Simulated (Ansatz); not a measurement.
# ZnAg: the cost of one run

Method: DFT LDA, scalar-relativistic, in Ansatz 0.2.0.

## (1) The system as given

It takes space group Pm-3m (No. 221, cubic). Conventional cell: a = 3.156 Å, b = 3.156 Å, c = 3.156 Å, α = 90.00°, β = 90.00°, γ = 90.00°. Zn (site symmetry m-3m) is surrounded by 8 Ag at 2.73 Å. Ag (site symmetry m-3m) has 8 Zn at 2.73 Å as nearest neighbours.

As a file:

```cif
data_structure
_symmetry_space_group_name_H-M 'P 1'
_symmetry_Int_Tables_number 1
_cell_length_a 3.1560
_cell_length_b 3.1560
_cell_length_c 3.1560
_cell_angle_alpha 90.000
_cell_angle_beta 90.000
_cell_angle_gamma 90.000
_cell_volume 31.43
loop_
_atom_site_label
_atom_site_type_symbol
_atom_site_fract_x
_atom_site_fract_y
_atom_site_fract_z
_atom_site_occupancy
Zn1 Zn 0.50000 0.50000 0.50000 1
Ag1 Ag 0.00000 0.00000 0.00000 1
```

Atoms are numbered in the order of the input: Zn1, Ag2.

## (2) The deformed structure

Space group Pm-3m before, P4/mmm after.

## (3) All-electron LAPW

Contents of input.yaml:

```yaml
crystal:
  lattice:
    - [3.18756, 0.0, 0.0]
    - [0.0, 3.18756, 0.0]
    - [0.0, 0.0, 3.156]
  atoms:
    - { symbol: Zn, position: [0.5, 0.5, 0.5] }
    - { symbol: Ag, position: [0.0, 0.0, 0.0] }
kpoints:
  mp_grid: { grid: [12, 12, 12] }
  band_path:
    path:
      - [0.0, 0.0, 0.0]
      - [0.0, 0.5, 0.0]
      - [0.5, 0.5, 0.0]
      - [0.0, 0.0, 0.0]
      - [0.0, 0.0, 0.5]
      - [0.0, 0.5, 0.5]
      - [0.5, 0.5, 0.5]
      - [0.0, 0.0, 0.5]
      - [0.0, 0.5, 0.0]
    npoints: 5
scf:
  occupations: { method: fermi_dirac, width: 0.03 }
hamiltonian:
  xc: lda
  pseudopotentials: { kind: all_electron, lapw: { basis_error: 0.00025 } }
output:
  forces: true
  stress: true
  eigenvalues: true
```

Started as:

```
$ ansatz run input.yaml --threads 1 --pin off --max-ram 3072MiB --backend cpu --events-out ev --progress --plain --runs-dir out
```

**Question.** How long does this run take on 1 thread of Intel Xeon 6975P-C (Granite Rapids), shared host, and how much memory does it need?

About 35 s, with a peak of 0.85 GiB.
